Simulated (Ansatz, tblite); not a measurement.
# Si30H34 atom sphere (Si30H34): rung by rung

How do method and basis change the picture of Si30H34 atom sphere (Si30H34) (singlet)?

Program: Ansatz 0.2.0, Gaussian basis. Level of theory: as each input shows. These are calculated values, not measurements.

Levels to be run: GFN1-xTB, GFN2-xTB, PBE-D4/def2-SVP, r2SCAN-D4/def2-SVP.

## 1. The geometry

The singlet was relaxed beforehand with PBE-D4/def2-SVP.

64 atoms, charge 0, spin multiplicity 1.

Bond lengths: Si1–Si2 2.352 Å, Si1–Si12 2.352 Å, Si1–H31 1.509 Å, Si1–H32 1.509 Å, Si2–Si4 2.368 Å, Si2–Si6 2.350 Å, Si2–H33 1.511 Å, Si3–Si4 2.354 Å, Si3–Si13 2.354 Å, Si3–H34 1.509 Å, Si3–H35 1.509 Å, Si4–Si8 2.354 Å, Si4–H36 1.511 Å, Si5–Si6 2.362 Å, Si5–Si15 2.352 Å, Si5–H37 1.509 Å, Si5–H38 1.509 Å, Si6–Si7 2.350 Å and more. Angles: Si2–Si1–Si12 108.4°, Si2–Si1–H31 110.8°, Si2–Si1–H32 109.2°, Si12–Si1–H31 110.8°, Si12–Si1–H32 109.2°, H31–Si1–H32 108.3°, Si1–Si2–Si4 111.1°, Si1–Si2–Si6 107.9°, Si1–Si2–H33 110.0°, Si4–Si2–Si6 110.2°, Si4–Si2–H33 109.0°, Si6–Si2–H33 108.6°, Si4–Si3–Si13 108.5°, Si4–Si3–H34 110.3°, Si4–Si3–H35 109.6°, Si13–Si3–H34 110.3°, Si13–Si3–H35 109.6°, H34–Si3–H35 108.5° and more.

PBE0-D4/def2-SVP was run before; its log isn't repeated, and its numbers join the tables.

## 2. GFN1-xTB

Tight binding, by tblite at 300 K electronic temperature and without a spin-polarisation term:

```python
tblite.interface.Calculator('GFN1-xTB', numbers, positions, charge=0, uhf=0).singlepoint()
```

Energy -2000.6539 eV, HOMO -11.12 eV, LUMO -8.89 eV; 0.9 s.

## 3. GFN2-xTB

Tight binding, by tblite at 300 K electronic temperature and without a spin-polarisation term:

```python
tblite.interface.Calculator('GFN2-xTB', numbers, positions, charge=0, uhf=0).singlepoint()
```

Energy -1868.7426 eV, HOMO -8.58 eV, LUMO -6.01 eV; 1.4 s.

## 4. PBE-D4/def2-SVP

start.molden holds the orbitals of an earlier run on this state, given as this run's starting guess.

File in.yaml:

```yaml
crystal:
  periodic: [false, false, false]
  atoms:
    - {symbol: Si, position_ang: [0.000922, -4.390869, -1.347614]}
    - {symbol: Si, position_ang: [-1.907501, -3.312004, -0.494904]}
    - {symbol: Si, position_ang: [0.001608, -4.428550, 2.690859]}
    - {symbol: Si, position_ang: [-1.909364, -3.324309, 1.872878]}
    - {symbol: Si, position_ang: [-1.910985, -1.103746, -3.655368]}
    - {symbol: Si, position_ang: [-1.907246, -1.101842, -1.292986]}
    - {symbol: Si, position_ang: [-3.821785, 0.001934, -0.494446]}
    - {symbol: Si, position_ang: [-1.918016, -1.108368, 2.666505]}
    - {symbol: Si, position_ang: [-3.833320, 0.006280, 1.873314]}
    - {symbol: Si, position_ang: [-3.802800, 2.194257, -1.346824]}
    - {symbol: Si, position_ang: [-3.834790, 2.213041, 2.692196]}
    - {symbol: Si, position_ang: [1.909030, -3.311012, -0.495540]}
    - {symbol: Si, position_ang: [1.911754, -3.323310, 1.872263]}
    - {symbol: Si, position_ang: [1.910442, -1.101734, -3.655957]}
    - {symbol: Si, position_ang: [-0.000984, 0.001067, -4.470758]}
    - {symbol: Si, position_ang: [1.907213, -1.100837, -1.293585]}
    - {symbol: Si, position_ang: [-0.000170, -0.000066, -0.480372]}
    - {symbol: Si, position_ang: [1.919425, -1.107335, 2.665845]}
    - {symbol: Si, position_ang: [0.000277, 0.000010, 1.880675]}
    - {symbol: Si, position_ang: [-0.002571, 2.207573, -3.655546]}
    - {symbol: Si, position_ang: [-0.000975, 2.202471, -1.293200]}
    - {symbol: Si, position_ang: [-1.914401, 3.307874, -0.494193]}
    - {symbol: Si, position_ang: [0.000389, 2.215734, 2.666108]}
    - {symbol: Si, position_ang: [-1.923432, 3.316049, 1.873533]}
    - {symbol: Si, position_ang: [3.821712, 0.003442, -0.495662]}
    - {symbol: Si, position_ang: [3.833981, 0.008222, 1.872084]}
    - {symbol: Si, position_ang: [3.801275, 2.195286, -1.349198]}
    - {symbol: Si, position_ang: [1.912838, 3.308424, -0.496000]}
    - {symbol: Si, position_ang: [3.835327, 2.215403, 2.689860]}
    - {symbol: Si, position_ang: [1.922960, 3.317034, 1.871712]}
    - {symbol: H, position_ang: [0.001262, -5.853344, -0.975516]}
    - {symbol: H, position_ang: [0.000696, -4.284135, -2.853143]}
    - {symbol: H, position_ang: [-3.156555, -4.003288, -0.991065]}
    - {symbol: H, position_ang: [0.001930, -5.872251, 2.250291]}
    - {symbol: H, position_ang: [0.001837, -4.388994, 4.198897]}
    - {symbol: H, position_ang: [-3.158900, -4.027745, 2.350842]}
    - {symbol: H, position_ang: [-1.933607, -2.527687, -4.155746]}
    - {symbol: H, position_ang: [-3.157052, -0.414363, -4.155905]}
    - {symbol: H, position_ang: [-5.044749, -0.734493, -0.990625]}
    - {symbol: H, position_ang: [-1.896299, -1.096052, 4.177690]}
    - {symbol: H, position_ang: [-5.067019, -0.724589, 2.351238]}
    - {symbol: H, position_ang: [-3.709798, 2.140824, -2.852317]}
    - {symbol: H, position_ang: [-5.069742, 2.925148, -0.975422]}
    - {symbol: H, position_ang: [-5.085353, 2.934902, 2.252421]}
    - {symbol: H, position_ang: [-3.799950, 2.192678, 4.200229]}
    - {symbol: H, position_ang: [3.158369, -4.001468, -0.992127]}
    - {symbol: H, position_ang: [3.161766, -4.026205, 2.349781]}
    - {symbol: H, position_ang: [1.934906, -2.525364, -4.157125]}
    - {symbol: H, position_ang: [3.155544, -0.410461, -4.156291]}
    - {symbol: H, position_ang: [-0.001144, 0.000810, -5.982056]}
    - {symbol: H, position_ang: [1.898147, -1.094954, 4.177034]}
    - {symbol: H, position_ang: [-1.224753, 2.939312, -4.154876]}
    - {symbol: H, position_ang: [1.217098, 2.942225, -4.156715]}
    - {symbol: H, position_ang: [-1.888890, 4.735142, -0.990592]}
    - {symbol: H, position_ang: [0.001247, 2.191265, 4.177301]}
    - {symbol: H, position_ang: [-1.908072, 4.749935, 2.351371]}
    - {symbol: H, position_ang: [5.044654, -0.732784, -0.992196]}
    - {symbol: H, position_ang: [5.068085, -0.722136, 2.349735]}
    - {symbol: H, position_ang: [3.707150, 2.140675, -2.854587]}
    - {symbol: H, position_ang: [5.068057, 2.927231, -0.979338]}
    - {symbol: H, position_ang: [1.886653, 4.735592, -0.992642]}
    - {symbol: H, position_ang: [3.801555, 2.196132, 4.197923]}
    - {symbol: H, position_ang: [5.085380, 2.937289, 2.248660]}
    - {symbol: H, position_ang: [1.906733, 4.751026, 2.349184]}
basis:
  gaussian: {orbitals: def2-SVP, fitting: {mean_field: def2-universal-jkfit}, initial_orbitals: start.molden}
hamiltonian: {xc: pbe, dispersion: d4}
scf: {omitted_lower_state_checks: [starts]}
output: {orbitals: {seedname: orbitals}}
```

Command:

```console
$ ansatz run in.yaml --threads 4 --pin off --events-out ev --progress --plain --max-ram 46080MiB --backend cuda --devices 0, --max-vram 37GiB
```

The runs that follow: r2SCAN-D4/def2-SVP.

Before running them: what should the planned runs give, taken together? Wanted: gap in def2-SVP, named functionals, smallest and largest; binding an atom, functionals in def2-SVP.

As calculated:

```
                                                quantity                                value
gap in def2-SVP, named functionals, smallest and largest  3.46 eV (PBE-D4), 5.01 eV (PBE0-D4)
                binding an atom, functionals in def2-SVP   3.41 (PBE0-D4) to 3.41 eV (PBE-D4)
```

Orbital gaps of the named functionals in def2-SVP span 3.46 eV (PBE-D4) to 5.01 eV (PBE0-D4); exact exchange widens it.
